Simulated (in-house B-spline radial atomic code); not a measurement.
# Tm⁵³⁺: ionisation energy by several methods

Wanted: one ionisation energy, Tm⁵³⁺ to configuration [Ne] 3s2 3p3, up the ladder of functionals.

The numbers are computed with in-house B-spline radial atomic code version 1 (Dirac-Coulomb, several functionals; spherical all-electron atom at the radial basis limit), except any that are marked as measured or tabulated.

**1. The atom as given**

* element: thulium (Z = 69)
* charge: +53
* electrons: 16
* configuration: [Ne] 3s2 3p4
* nucleus: Fermi, rms radius 5.226 fm

Outer shells as boxes (Hund's rule):

[Ne] 3s2 3p4
```
[Ne] core
3s [↑↓]
3p [↑↓][↑ ][↑ ]
```

The boxes only draw the filling; these runs are spin-restricted and spherical.

**2. OLYP, a GGA**

Input settings:

```ini
Z = 69
electrons = 16.0
configuration = [Ne] 3s2 3p4
hamiltonian = dirac
method = optx,lyp
spin_polarised = False
nucleus = fermi
rms_radius = 5.2256
mass_number = 169
atomic_mass = 168.934218956
speed_of_light = 137.035999084
```

**3. BLYP, a GGA**

Settings: those of step 2 with these lines changed.

```diff
@@ -4,3 +4,3 @@
 hamiltonian = dirac
-method = optx,lyp
+method = b88,lyp
 spin_polarised = False
```

**4. LDA (VWN5)**

Settings: those of step 3 with these lines changed.

```diff
@@ -4,3 +4,3 @@
 hamiltonian = dirac
-method = b88,lyp
+method = lda,vwn
 spin_polarised = False
```

The tabulated ionisation energy is 5044 ± 5 eV (tabulated theoretical; NIST Atomic Spectra Database). What does each method give, and which comes nearest?

**Answer**, as computed:

| method | rung | total energy (hartree) | ΔSCF (eV) | with Breit, QED, recoil (eV) | −ε highest (eV) | corrected ΔSCF less tabulated (eV) |
| --- | --- | --- | --- | --- | --- | --- |
| LDA (VWN5) | LDA | -10699.9218 | 5136.03 | 5130.09 | 4991.44 (3p3/2) | +86.09 |
| OLYP | GGA | -10709.9479 | 5141.20 | 5135.25 | 4997.14 (3p3/2) | +91.25 |
| BLYP | GGA | -10709.6760 | 5137.73 | 5131.78 | 4993.25 (3p3/2) | +87.78 |

Against the tabulated ionisation energy, 5044 ± 5 eV (tabulated theoretical; NIST Atomic Spectra Database), the best here is LDA (VWN5) (+86.09 eV) and the worst OLYP (+91.25 eV, or 1.8 %). All methods miss on the same side by much the same amount, which points to something that they share. Open shells are averaged (over orientations, and over spins where the run is restricted), while tables refer to the lowest levels.

Members of this set that are not shown: 1 used exact exchange with fractional occupations of an open shell, which is unsound here.
